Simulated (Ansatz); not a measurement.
I need a single point from an input written key by key of CH6ClSbSi, SMILES C[SiH](Cl)[SbH2]. Use the Ansatz DFT code, driven from Python. Use: PBE0, def2-SVP basis, multiplicity 1.

The script reads `input.yaml`:
```yaml
crystal:
  periodic: [false, false, false]
  atoms:
    - { symbol: C, position_ang: [-0.834, -0.2017, -0.9588] }
    - { symbol: Si, position_ang: [0.1332, -0.8525, 0.4295] }
    - { symbol: Cl, position_ang: [1.4884, -2.2237, -0.3413] }
    - { symbol: Sb, position_ang: [1.4358, 1.0429, 1.5672] }
    - { symbol: H, position_ang: [-1.4216, -0.989, -1.4952] }
    - { symbol: H, position_ang: [-1.6138, 0.5897, -0.5694] }
    - { symbol: H, position_ang: [-0.1879, 0.3525, -1.693] }
    - { symbol: H, position_ang: [-0.7083, -1.5024, 1.3892] }
    - { symbol: H, position_ang: [-0.0882, 2.0418, 1.6299] }
    - { symbol: H, position_ang: [1.8794, 1.6913, 0.045] }
basis:
  gaussian: { orbitals: def2-SVP }
hamiltonian:
  xc: pbe0
```

`run_deck.py`
```python
"""Run CH6ClSbSi from an input written out key by key."""

import ansatz

session = ansatz.Session.from_deck("input.yaml")
report = session.plan(threads=1).execute().report

print("reference energy %16.6f eV" % report["reference_energy_ev"])
print("total energy     %16.6f eV" % report["free_energy_ev"])
print("occupied orbitals outside the frozen core (up, down):", report["n_occupied"], " frozen:", report["n_frozen"], " virtual:", report["n_virtual"])
symbols = ["C", "Si", "Cl", "Sb", "H", "H", "H", "H", "H", "H"]
field = report["mean_field"]
print("<S^2> =", round(abs(field["state"]["spin_squared"]), 4), " all-electron relativity setting:", field["relativity"])
print("passes:", field["passes"])
if "symmetry" in field:
    print("occupied orbitals by irrep:", field["symmetry"]["occupied"])
```

```console
$ python run_deck.py
reference energy    -28058.134713 eV
total energy        -28058.134713 eV
occupied orbitals outside the frozen core (up, down): [33, 33]  frozen: 0  virtual: [73, 73]
<S^2> = 0.0  all-electron relativity setting: none
passes: {'evaluations': 15, 'products': 12}
occupied orbitals by irrep: [{'A': 33}, {'A': 33}]
```

Caveats:
- Total energies depend on the basis set; only differences at equal settings carry meaning.
- The geometry is a force-field or estimated start, not a minimum of this method, and the basis set is short of its limit.
- Finished in 4.2 s on 1 thread of Arm Neoverse V2, on a shared host, peak memory 0.28 GiB.
